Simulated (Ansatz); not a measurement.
# SnPb2Se3: the cost of one run

Method: DFT PBE, scalar-relativistic, plane waves, PAW, in Ansatz 0.2.0.

## 1. The system as given

The structure is trigonal, space group P-3m1 (No. 164). The conventional cell has a = 4.361 Å, b = 4.361 Å, c = 10.688 Å, α = 90.00°, β = 90.00°, γ = 120.00°. Sn (site symmetry -3m) has 6 Se at 3.04 Å as nearest neighbours. Pb (site symmetry 3m) is surrounded by 6 Se at 3.10 to 3.11 Å. Se (site symmetry -3m) has 6 Pb at 3.10 Å as nearest neighbours. Se (site symmetry 3m) is surrounded by 3 Sn at 3.04 Å and 3 Pb at 3.11 Å.

As a file:

```
Sn Pb Se
1.0
     4.36081    0.00000    0.00000
    -2.18040    3.77657    0.00000
     0.00000    0.00000   10.68836
Sn Pb Se
1 2 3
Direct
  0.00000 0.00000 0.50000
  0.66667 0.33333 0.83057
  0.33333 0.66667 0.16943
  0.00000 0.00000 0.00000
  0.66667 0.33333 0.33994
  0.33333 0.66667 0.66006
```

It is the end of an earlier relaxation with the same method, from a generated guess; it needn't be the stable form of this composition. At a tolerance of 0.02 Å it has space group P-3m1 (No. 164); it has 29.34 Å³/atom, an uncorrected energy of -0.52 eV/atom over the elements.

## 2. Static run: bands, density of states and charges

Input file input.yaml:

```yaml
crystal:
  lattice:
    - [4.3608073764, 0.0, 0.0]
    - [-2.1804036882, 3.776569969, 0.0]
    - [0.0, 0.0, 10.6883620959]
  atoms:
    - { symbol: Sn, position: [0.0, 0.0, 0.5] }
    - { symbol: Pb, position: [0.6666666667, 0.3333333333, 0.8305724744] }
    - { symbol: Pb, position: [0.3333333333, 0.6666666667, 0.1694275256] }
    - { symbol: Se, position: [0.0, 0.0, 0.0] }
    - { symbol: Se, position: [0.6666666667, 0.3333333333, 0.3399362239] }
    - { symbol: Se, position: [0.3333333333, 0.6666666667, 0.6600637761] }
basis:
  ecutwfc: 420
kpoints:
  mp_grid: { grid: [12, 12, 4] }
  band_path:
    path:
      - [[0.0, 0.0, 0.0], [0.5, 0.0, 0.0], [0.33333333, 0.33333333, 0.0], [0.0, 0.0, 0.0], [0.0, 0.0, 0.5], [0.5, 0.0, 0.5], [0.33333333, 0.33333333, 0.5], [0.0, 0.0, 0.5]]
      - [[0.5, 0.0, 0.5], [0.5, 0.0, 0.0]]
      - [[0.33333333, 0.33333333, 0.5], [0.33333333, 0.33333333, 0.0]]
    npoints: 14
hamiltonian:
  xc: pbe
scf:
  occupations: { method: gaussian, width: 0.01 }
  n_extra_bands: 15
output:
  forces: true
  stress: true
  eigenvalues: true
  populations: true
  dos: { projected: true, de: 0.02, nscf_kmesh: { grid: [15, 15, 5] } }
  bader: true
  write_density: true
  write_potential: true
  elf: true
  volumetric_format: npy
```

Started as:

```
ansatz run input.yaml --threads 1 --pin off --max-ram 2560MiB --backend cpu --events-out ev --progress --plain --runs-dir out
```

**Question.** How long does this run take on 1 thread of Intel Xeon Platinum 8375C at 2.90GHz (Ice Lake), shared host, and how much memory does it need?

About 2.3 min, with a peak of 1.1 GiB.
